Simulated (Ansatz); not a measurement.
# CH₂BNSe: one species, many methods

How much do the methods differ for CH₂BNSe? The plan is to run it at one geometry with functionals of several rungs and with coupled cluster, and see how far each lands from CCSD(T) at the basis-set limit for the atomisation energy.

The runs use Ansatz 0.2.0, Gaussian basis; functionals in def2-TZVPP, the program's frozen cores in correlated methods.

The runs, in order: LDA (SPW92), PBE-D4, revPBE-D4, BLYP-D4, r2SCAN-D4, B97M-V, PBE0-D4, B3LYP-D4, r2SCANh-D4, r2SCAN0-D4, HSE06-D4, BHLYP-D4, CAM-B3LYP-D4, LC-ωPBE, ωB97X-V, ωB97M-V, B2PLYP, PBE-QIDH; CCSD(T)/def2-SVP; CCSD(T)/def2-TZVPP; MP2/def2-QZVPP; extrapolation to the limit; RPA on PBE.

## 1. The geometry

An earlier PBE0-D4 in a triple-zeta def2 set relaxation fixed the geometry.

SMILES `B1N=C[Se]1`, 6 atoms, charge 0, spin multiplicity 1.

Atoms are counted from 1 here; the program's logs count them from 0.

Bond lengths: B1–N2 1.450 Å, B1–Se4 1.998 Å, B1–H5 1.188 Å, N2–C3 1.282 Å, C3–Se4 1.949 Å, C3–H6 1.094 Å. Angles: N2–B1–Se4 101.8°, N2–B1–H5 127.9°, Se4–B1–H5 127.5°, B1–N2–C3 84.5°, N2–C3–Se4 111.5°, N2–C3–H6 126.7°, Se4–C3–H6 121.4°, B1–Se4–C3 55.6°.

Geometry (Å):

```xyz
6

B    -0.4670    0.7036   -0.4226
N     0.6877    0.7409    0.4531
C     0.5109   -0.5265    0.5366
Se   -1.3246   -1.0216    0.1080
H    -0.6476    1.3239   -1.4199
H     1.2828   -1.2844    0.6986
```

## 2. LDA

This LDA is Slater exchange with PW92 correlation.

The input, in.yaml:

```yaml
crystal:
  periodic: [false, false, false]
  atoms:
    - {symbol: B, position_ang: [-0.467034, 0.703614, -0.422565]}
    - {symbol: N, position_ang: [0.687661, 0.740930, 0.453123]}
    - {symbol: C, position_ang: [0.510862, -0.526537, 0.536611]}
    - {symbol: Se, position_ang: [-1.324644, -1.021606, 0.107990]}
    - {symbol: H, position_ang: [-0.647570, 1.323874, -1.419911]}
    - {symbol: H, position_ang: [1.282825, -1.284373, 0.698552]}
basis:
  gaussian: {orbitals: def2-TZVPP}
hamiltonian: {xc: lda}
output: {orbitals: {seedname: orbitals}}
```

The run is started by

```console
$ ansatz run in.yaml --threads 2 --pin off --events-out ev --progress --plain --max-ram 4352MiB
```

The runs that follow: PBE-D4 (GGA); revPBE-D4 (GGA); BLYP-D4 (GGA); r2SCAN-D4 (meta-GGA); B97M-V (meta-GGA); PBE0-D4 (hybrid); B3LYP-D4 (hybrid); r2SCANh-D4 (hybrid); r2SCAN0-D4 (hybrid); HSE06-D4 (hybrid); BHLYP-D4 (hybrid); CAM-B3LYP-D4 (range-separated); LC-ωPBE (range-separated); ωB97X-V (range-separated); ωB97M-V (range-separated); B2PLYP (double hybrid); PBE-QIDH (double hybrid); CCSD(T) in def2-SVP; CCSD(T) in def2-TZVPP; MP2 in def2-QZVPP; RPA on PBE orbitals.

Q: Predict the results of all the runs planned. Wanted: atomisation energy, CCSD(T)/CBS; farthest beyond LDA; mean size of error, GGA; mean size of error, meta-GGA; mean size of error, hybrid; mean size of error, range-separated; mean size of error, double hybrid; gap, smallest and largest; T1 diagnostic.

As calculated:

| quantity | value |
| --- | --- |
| atomisation energy, CCSD(T)/CBS | 2258.7 kJ/mol |
| functionals within 22.6 kJ/mol (1.0 %) | B3LYP-D4, r2SCANh-D4, CAM-B3LYP-D4, LC-ωPBE, ωB97X-V, ωB97M-V, B2PLYP, PBE-QIDH |
| farthest beyond LDA | PBE-D4 (+131.9 kJ/mol) |
| mean size of error, GGA | 76.2 kJ/mol |
| mean size of error, meta-GGA | 28.8 kJ/mol |
| mean size of error, hybrid | 41.5 kJ/mol |
| mean size of error, range-separated | 9.7 kJ/mol |
| mean size of error, double hybrid | 7.8 kJ/mol |
| gap, smallest and largest | 2.84 eV (LDA (SPW92)), 9.99 eV (LC-ωPBE) |
| T1 diagnostic | 0.0144 |
| triples share of the correlation energy | 4.9 % |

In words: The LDA atomisation energy is off by 442.1 kJ/mol (20 %): it overbinds. PBE-D4 misses by +131.9 kJ/mol. Double hybrids carry the basis error of their MP2 part in triple zeta, and no dispersion term here, so their miss is partly the set-up's. The rungs double hybrid, range-separated miss on average by less than the doubt on the reference (22.6 kJ/mol), so they tie; GGA functionals have the largest mean beyond LDA (76.2 kJ/mol). Misses under about 22.6 kJ/mol are within the doubt on the reference itself, which lacks core-valence correlation, relativity and higher excitations, and its outer-core shells are covered unevenly. All levels share the lack of spin-orbit coupling, which lowers the free heavy atoms and so the true binding. Hartree-Fock recovers 66 % of the binding; the rest is correlation. CCSD(T) in def2-SVP is off by -146.2 kJ/mol, so the small basis spoils what the method gains. Orbital gaps span 2.8 to 10.0 eV; exact exchange widens them. Correlated methods include outer-core shells of Se, which these sets cover unevenly.
